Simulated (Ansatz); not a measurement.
**C₂H₄FIn: small, medium and large basis sets**

An exercise on one series of results from a longer session: the logs are not shown, and one member is left open.

The runs use Ansatz 0.2.0, Gaussian basis; one geometry, several basis sets.

The runs, in order: PBE0-D4/def2-SVP; ωB97M-V/def2-SVP; PBE0-D4/def2-QZVPP; ωB97M-V/def2-QZVPP; the functionals' def2-TZVPP values are taken from earlier runs.

## Structure used throughout

An earlier PBE0-D4 in a triple-zeta def2 set relaxation fixed the geometry. In takes the def2 core potential; no spin-orbit term is included.

SMILES `[F][In]1[CH2][CH2]1`, 8 atoms, charge 0, spin multiplicity 1.

Atoms are counted from 1 here; the program's logs count them from 0.

Bond lengths: F1–In2 1.926 Å, In2–C3 2.114 Å, In2–C4 2.115 Å, C3–C4 1.593 Å, C3–H5 1.087 Å, C3–H6 1.087 Å, C4–H7 1.087 Å, C4–H8 1.087 Å. Angles: F1–In2–C3 158.1°, F1–In2–C4 157.7°, C3–In2–C4 44.3°, In2–C3–C4 67.9°, In2–C3–H5 120.1°, In2–C3–H6 120.9°, C4–C3–H5 115.2°, C4–C3–H6 115.4°, H5–C3–H6 110.8°, In2–C4–C3 67.8°, In2–C4–H7 120.9°, In2–C4–H8 120.2°, C3–C4–H7 115.3°, C3–C4–H8 115.1°, H7–C4–H8 110.8°.

The first run:

The input, in.yaml:

```yaml
crystal:
  periodic: [false, false, false]
  atoms:
    - {symbol: F, position_ang: [-0.298000, -1.437347, 3.015840]}
    - {symbol: In, position_ang: [-0.119929, -0.613990, 1.283792]}
    - {symbol: C, position_ang: [0.221650, 0.915882, -0.135220]}
    - {symbol: C, position_ang: [-0.101768, -0.482417, -0.827073]}
    - {symbol: H, position_ang: [1.228392, 1.292236, -0.300532]}
    - {symbol: H, position_ang: [-0.514867, 1.698667, -0.300108]}
    - {symbol: H, position_ang: [0.710966, -0.913254, -1.406966]}
    - {symbol: H, position_ang: [-1.034342, -0.516876, -1.385334]}
basis:
  gaussian: {orbitals: def2-SVP}
hamiltonian: {xc: pbe0, dispersion: d4}
output: {orbitals: {seedname: orbitals}}
```

Started as:

```sh
> ansatz run in.yaml --threads 2 --pin off --events-out ev --progress --plain --max-ram 4352MiB
```

Steps of the session up to this table: PBE0-D4 in def2-SVP; ωB97M-V in def2-SVP; PBE0-D4 in def2-QZVPP; ωB97M-V in def2-QZVPP.

One of the session's tables, all rows but one given; the rest of the session is left out.

It belongs to the step «Functionals by basis». 

```
functional       basis  HOMO (eV)  LUMO (eV)
   PBE0-D4    def2-SVP      -5.44      -1.90
   PBE0-D4  def2-TZVPP      -5.50      -2.03
   PBE0-D4  def2-QZVPP      -5.53      -2.08
   ωB97M-V    def2-SVP      -7.54       0.06
   ωB97M-V  def2-TZVPP          ?          ?
   ωB97M-V  def2-QZVPP      -7.65      -0.32
```

Q: Estimate the row for ωB97M-V, def2-TZVPP from the others.

The run gave: HOMO (eV): -7.62; LUMO (eV): -0.18. In the column «HOMO (eV)» it lies between ωB97M-V, def2-QZVPP (-7.65) and ωB97M-V, def2-SVP (-7.54).
